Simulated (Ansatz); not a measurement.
# FH₆SbSi₂: one species, many methods

Aim: compute FH₆SbSi₂ with functionals from several rungs and with coupled cluster. The yardstick is the atomisation energy at the CCSD(T) limit.

Computed with Ansatz 0.2.0, Gaussian basis. Level: functionals in def2-TZVPP, the program's frozen cores in correlated methods.

Plan: LDA (SPW92), PBE-D4, revPBE-D4, BLYP-D4, r2SCAN-D4, B97M-V, PBE0-D4, B3LYP-D4, r2SCANh-D4, r2SCAN0-D4, HSE06-D4, BHLYP-D4, CAM-B3LYP-D4, LC-ωPBE, ωB97X-V, ωB97M-V, B2PLYP, PBE-QIDH; CCSD(T)/def2-SVP; CCSD(T)/def2-TZVPP; MP2/def2-QZVPP; extrapolation to the limit; RPA on PBE.

### Step 1. The geometry

An earlier PBE0-D4 in a triple-zeta def2 set relaxation fixed the geometry. Sb takes the def2 core potential; no spin-orbit term is included.

SMILES `[F][Sb]([SiH3])[SiH3]`, 10 atoms, charge 0, spin multiplicity 1.

Atoms are counted from 1 here; the program's logs count them from 0.

Bond lengths: F1–Sb2 1.939 Å, Sb2–Si3 2.586 Å, Sb2–Si4 2.586 Å, Si3–H5 1.486 Å, Si3–H6 1.485 Å, Si3–H7 1.489 Å, Si4–H8 1.486 Å, Si4–H9 1.485 Å, Si4–H10 1.489 Å. Angles: F1–Sb2–Si3 94.2°, F1–Sb2–Si4 94.2°, Si3–Sb2–Si4 88.9°, Sb2–Si3–H5 110.1°, Sb2–Si3–H6 111.2°, Sb2–Si3–H7 107.1°, H5–Si3–H6 109.8°, H5–Si3–H7 108.9°, H6–Si3–H7 109.7°, Sb2–Si4–H8 110.0°, Sb2–Si4–H9 111.2°, Sb2–Si4–H10 107.1°, H8–Si4–H9 109.8°, H8–Si4–H10 108.9°, H9–Si4–H10 109.7°.

### Step 2. LDA

This LDA is Slater exchange with PW92 correlation.

The input, in.yaml:

```yaml
crystal:
  periodic: [false, false, false]
  atoms:
    - {symbol: F, position_ang: [-2.154701, -1.088261, -0.835813]}
    - {symbol: Sb, position_ang: [-0.265455, -1.064532, -1.272110]}
    - {symbol: Si, position_ang: [-0.050111, 1.501404, -1.032977]}
    - {symbol: Si, position_ang: [0.498700, -1.306161, 1.186598]}
    - {symbol: H, position_ang: [-0.648652, 2.175210, -2.214145]}
    - {symbol: H, position_ang: [-0.710003, 1.981555, 0.207637]}
    - {symbol: H, position_ang: [1.404456, 1.816605, -0.983041]}
    - {symbol: H, position_ang: [0.296866, -2.704213, 1.647182]}
    - {symbol: H, position_ang: [-0.241361, -0.372969, 2.073540]}
    - {symbol: H, position_ang: [1.953359, -0.989939, 1.226229]}
basis:
  gaussian: {orbitals: def2-TZVPP}
hamiltonian: {xc: lda}
output: {orbitals: {seedname: orbitals}}
```

On the command line:

```
> ansatz run in.yaml --threads 2 --pin off --events-out ev --progress --plain --max-ram 32768MiB --backend cpu
```

Further steps of the session: PBE-D4 (GGA); revPBE-D4 (GGA); BLYP-D4 (GGA); r2SCAN-D4 (meta-GGA); B97M-V (meta-GGA); PBE0-D4 (hybrid); B3LYP-D4 (hybrid); r2SCANh-D4 (hybrid); r2SCAN0-D4 (hybrid); HSE06-D4 (hybrid); BHLYP-D4 (hybrid); CAM-B3LYP-D4 (range-separated); LC-ωPBE (range-separated); ωB97X-V (range-separated); ωB97M-V (range-separated); B2PLYP (double hybrid); PBE-QIDH (double hybrid); CCSD(T) in def2-SVP; CCSD(T) in def2-TZVPP; MP2 in def2-QZVPP; RPA on PBE orbitals.

Before running them: what should the planned runs give, taken together? Wanted: atomisation energy, CCSD(T)/CBS; farthest beyond LDA; mean size of error, GGA; mean size of error, meta-GGA; mean size of error, hybrid; mean size of error, range-separated; mean size of error, double hybrid; gap, smallest and largest; T1 diagnostic.

As calculated:

| quantity | value |
| --- | --- |
| atomisation energy, CCSD(T)/CBS | 669.4 kcal/mol |
| functionals within 6.7 kcal/mol (1.0 %) | PBE-D4, BLYP-D4, r2SCAN-D4, B97M-V, B3LYP-D4, CAM-B3LYP-D4, ωB97X-V, ωB97M-V |
| farthest beyond LDA | PBE-QIDH (-20.7 kcal/mol) |
| mean size of error, GGA | 8.4 kcal/mol |
| mean size of error, meta-GGA | 4.4 kcal/mol |
| mean size of error, hybrid | 12.0 kcal/mol |
| mean size of error, range-separated | 7.7 kcal/mol |
| mean size of error, double hybrid | 18.2 kcal/mol |
| gap, smallest and largest | 3.41 eV (LDA (SPW92)), 9.81 eV (LC-ωPBE) |
| T1 diagnostic | 0.0145 |
| triples share of the correlation energy | 3.1 % |

In words: LDA overbinds by 79.9 kcal/mol (12 %). PBE-D4 is off by -4.9 kcal/mol. Double hybrids carry the basis error of their MP2 part in triple zeta, and no dispersion term here, so their miss is partly the set-up's. Taken by rung, meta-GGA functionals do best (4.4 kcal/mol on average) and double hybrid ones worst beyond LDA (18.2 kcal/mol). The gap between the best rungs is small, so their order is not settled. Misses under about 6.7 kcal/mol are within the doubt on the reference itself, which lacks core-valence correlation, spin-orbit coupling and higher excitations, and its outer-core shells are covered unevenly. All levels share the lack of spin-orbit coupling, which lowers the free heavy atoms and so the true binding. Hartree-Fock recovers 71 % of the binding; the rest is correlation. CCSD(T) in def2-SVP is off by -66.4 kcal/mol, more than most functionals: a good method in a small basis is no reference. The gap grows from 3.4 to 9.8 eV across the functionals, mostly with the share of exact exchange. Correlated methods include outer-core shells of Sb, which these sets cover unevenly.
